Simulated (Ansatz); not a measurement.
# CH5NSSi: one species, many methods

Aim: compute CH5NSSi with functionals from several rungs and with coupled cluster. The yardstick is the atomisation energy at the CCSD(T) limit.

Computed with Ansatz 0.2.0, Gaussian basis. Level: functionals in def2-TZVPP, the program's frozen cores in correlated methods.

Plan: LDA (SPW92), PBE-D4, revPBE-D4, BLYP-D4, r2SCAN-D4, B97M-V, PBE0-D4, B3LYP-D4, r2SCANh-D4, r2SCAN0-D4, HSE06-D4, BHLYP-D4, CAM-B3LYP-D4, LC-ωPBE, ωB97X-V, ωB97M-V, B2PLYP, PBE-QIDH; CCSD(T)/def2-SVP; CCSD(T)/def2-TZVPP; MP2/def2-QZVPP; extrapolation to the limit; RPA on PBE.

## (1) The relaxed structure

An earlier PBE0-D4 in a triple-zeta def2 set relaxation fixed the geometry.

SMILES `C1N[SiH2]S1`, 9 atoms, charge 0, spin multiplicity 1.

Atoms are counted from 1 here; the program's logs count them from 0.

Bond lengths: C1–N2 1.451 Å, C1–S4 1.851 Å, C1–H5 1.094 Å, C1–H6 1.094 Å, N2–Si3 1.715 Å, N2–H7 1.005 Å, Si3–S4 2.135 Å, Si3–H8 1.491 Å, Si3–H9 1.487 Å. Angles: N2–C1–S4 100.7°, N2–C1–H5 113.9°, N2–C1–H6 113.6°, S4–C1–H5 109.3°, S4–C1–H6 109.3°, H5–C1–H6 109.5°, C1–N2–Si3 101.0°, C1–N2–H7 119.1°, Si3–N2–H7 133.3°, N2–Si3–S4 82.4°, N2–Si3–H8 117.1°, N2–Si3–H9 116.7°, S4–Si3–H8 116.5°, S4–Si3–H9 116.6°, H8–Si3–H9 106.6°, C1–S4–Si3 75.5°.

## (2) LDA

This LDA is Slater exchange with PW92 correlation.

Contents of in.yaml:

```yaml
crystal:
  periodic: [false, false, false]
  atoms:
    - {symbol: C, position_ang: [-0.400370, 0.968075, -0.591777]}
    - {symbol: N, position_ang: [0.786814, 0.225503, -0.210672]}
    - {symbol: Si, position_ang: [0.101191, -1.014781, 0.755945]}
    - {symbol: S, position_ang: [-1.686068, 0.103248, 0.420672]}
    - {symbol: H, position_ang: [-0.656320, 0.882165, -1.651923]}
    - {symbol: H, position_ang: [-0.366042, 2.023898, -0.308251]}
    - {symbol: H, position_ang: [1.600793, 0.270670, -0.798518]}
    - {symbol: H, position_ang: [0.131715, -2.400102, 0.204969]}
    - {symbol: H, position_ang: [0.576686, -1.104975, 2.162455]}
basis:
  gaussian: {orbitals: def2-TZVPP}
hamiltonian: {xc: lda}
output: {orbitals: {seedname: orbitals}}
```

Command:

```bash
$ ansatz run in.yaml --threads 2 --pin off --events-out ev --progress --plain --max-ram 4352MiB
```

Further steps of the session: PBE-D4 (GGA); revPBE-D4 (GGA); BLYP-D4 (GGA); r2SCAN-D4 (meta-GGA); B97M-V (meta-GGA); B3LYP-D4 (hybrid); r2SCANh-D4 (hybrid); r2SCAN0-D4 (hybrid); HSE06-D4 (hybrid); BHLYP-D4 (hybrid); CAM-B3LYP-D4 (range-separated); LC-ωPBE (range-separated); ωB97X-V (range-separated); ωB97M-V (range-separated); B2PLYP (double hybrid); PBE-QIDH (double hybrid); CCSD(T) in def2-SVP; CCSD(T) in def2-TZVPP; MP2 in def2-QZVPP; RPA on PBE orbitals.

Q: Predict the results of all the runs planned. Wanted: atomisation energy, CCSD(T)/CBS; farthest beyond LDA; mean size of error, GGA; mean size of error, meta-GGA; mean size of error, hybrid; mean size of error, range-separated; mean size of error, double hybrid; gap, smallest and largest; T1 diagnostic.

**Answer**, as computed:

| quantity | value |
| --- | --- |
| atomisation energy, CCSD(T)/CBS | 744.6 kcal/mol |
| functionals within 3.7 kcal/mol (0.5 %) | revPBE-D4, BLYP-D4, r2SCAN-D4, B97M-V, PBE0-D4, B3LYP-D4, HSE06-D4, CAM-B3LYP-D4 |
| farthest beyond LDA | BHLYP-D4 (-21.7 kcal/mol) |
| mean size of error, GGA | 6.8 kcal/mol |
| mean size of error, meta-GGA | 2.2 kcal/mol |
| mean size of error, hybrid | 7.2 kcal/mol |
| mean size of error, range-separated | 4.2 kcal/mol |
| mean size of error, double hybrid | 8.2 kcal/mol |
| gap, smallest and largest | 4.14 eV (LDA (SPW92)), 11.30 eV (LC-ωPBE) |
| T1 diagnostic | 0.0107 |
| triples share of the correlation energy | 4.2 % |

What this shows: The LDA atomisation energy is off by 110.5 kcal/mol (15 %): it overbinds. PBE-D4 misses by +13.7 kcal/mol. Double hybrids carry the basis error of their MP2 part in triple zeta, and no dispersion term here, so their miss is partly the set-up's. By mean error the best rung here is meta-GGA (2.2 kcal/mol) and the worst beyond LDA is double hybrid (8.2 kcal/mol). Misses under about 3.7 kcal/mol are within the doubt on the reference itself, which lacks core-valence correlation, relativity and higher excitations. Hartree-Fock recovers 70 % of the binding; the rest is correlation. CCSD(T) in def2-SVP is off by -59.1 kcal/mol, so the small basis spoils what the method gains. Orbital gaps span 4.1 to 11.3 eV; exact exchange widens them.
